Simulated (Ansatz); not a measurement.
# CH3AlBFSe: basis-set convergence

How large a basis does CH3AlBFSe need? Two functionals are run in growing sets.

The runs use Ansatz 0.2.0, Gaussian basis; one geometry, several basis sets.

The runs, in order: PBE0-D4/def2-SVP; ωB97M-V/def2-SVP; PBE0-D4/def2-QZVPP; ωB97M-V/def2-QZVPP; the functionals' def2-TZVPP values are taken from earlier runs.

### 1 The geometry

The geometry comes from an earlier relaxation with PBE0-D4 in a triple-zeta def2 set; it is a stationary point, not always the lowest conformer.

SMILES `FB1[CH2][AlH][Se]1`, 8 atoms, charge 0, spin multiplicity 1.

Atoms are counted from 1 here; the program's logs count them from 0.

Bond lengths: F1–B2 1.322 Å, B2–C3 1.561 Å, B2–Se5 1.996 Å, C3–Al4 1.954 Å, C3–H6 1.089 Å, C3–H7 1.099 Å, Al4–Se5 2.316 Å, Al4–H8 1.576 Å. Angles: F1–B2–C3 125.8°, F1–B2–Se5 120.3°, C3–B2–Se5 113.5°, B2–C3–Al4 86.3°, B2–C3–H6 117.6°, B2–C3–H7 109.7°, Al4–C3–H6 127.8°, Al4–C3–H7 104.2°, H6–C3–H7 108.8°, C3–Al4–Se5 88.2°, C3–Al4–H8 139.8°, Se5–Al4–H8 131.9°, B2–Se5–Al4 67.9°.

### 2 PBE0-D4 in def2-SVP

File in.yaml:

```yaml
crystal:
  periodic: [false, false, false]
  atoms:
    - {symbol: F, position_ang: [-1.674931, 1.658798, 0.435665]}
    - {symbol: B, position_ang: [-0.810984, 0.802129, -0.082432]}
    - {symbol: C, position_ang: [0.545949, 0.372627, 0.557994]}
    - {symbol: Al, position_ang: [0.358758, -1.283667, -0.460879]}
    - {symbol: Se, position_ang: [-1.283180, -0.240329, -1.717618]}
    - {symbol: H, position_ang: [0.653429, 0.484513, 1.636294]}
    - {symbol: H, position_ang: [1.372056, 0.901216, 0.062644]}
    - {symbol: H, position_ang: [0.931003, -2.752287, -0.487467]}
basis:
  gaussian: {orbitals: def2-SVP}
hamiltonian: {xc: pbe0, dispersion: d4}
output: {orbitals: {seedname: orbitals}}
```

The runs that follow: ωB97M-V in def2-SVP; PBE0-D4 in def2-QZVPP; ωB97M-V in def2-QZVPP.

**Question.** What will the summary of the whole plan be? Wanted: PBE0-D4: double and triple zeta above quadruple; ωB97M-V: double and triple zeta above quadruple.

As calculated:

| quantity | value |
| --- | --- |
| PBE0-D4: double and triple zeta above quadruple | 17.28, 1.80 eV |
| ωB97M-V: double and triple zeta above quadruple | 17.28, 1.73 eV |

**Reading.** For PBE0-D4 the step from double to triple zeta gains 15.47 eV and the next only 1.80 eV. Total energies overstate the basis error of differences, where much of it tends to cancel.
